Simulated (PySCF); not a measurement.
Cl4Si, in a box:

```xyz
5
Lattice="12.0000 0.0000 0.0000 0.0000 13.0000 0.0000 0.0000 0.0000 13.0000" Properties=species:S:1:pos:R:3 pbc="T T T"
Cl    4.8239    6.1099    8.1498
Si    5.7760    6.1378    6.3798
Cl    7.4933    4.9636    6.4921
Cl    4.6061    5.5032    4.9353
Cl    6.3420    8.0605    5.9650
```

The cell isn't the ideal one: atoms moved at random, drawn with an rms of 0.05 Å.

Base run:

* Program: PySCF 2.14.0
* Functional: PBE
* Potentials or basis: 6-31g* (all-electron)
* k mesh: 1 × 1 × 1
* Occupations: fixed
* Spin: no spin polarisation

Its results: gap between the frontier levels 6.27 eV.

Problem. The run is repeated on the same cell with these changes: functional from PBE to r2SCAN0. What comes out?

Solution. Gap between the frontier levels 9.19 eV.

r2SCAN0 gives the wider gap, since exact exchange removes part of the self-interaction.

Caveats: this is a molecule in a periodic box at the Γ point, so its band gap is the HOMO-LUMO gap; the basis of atomic orbitals isn't converged, which shifts pressures, moduli and gaps.

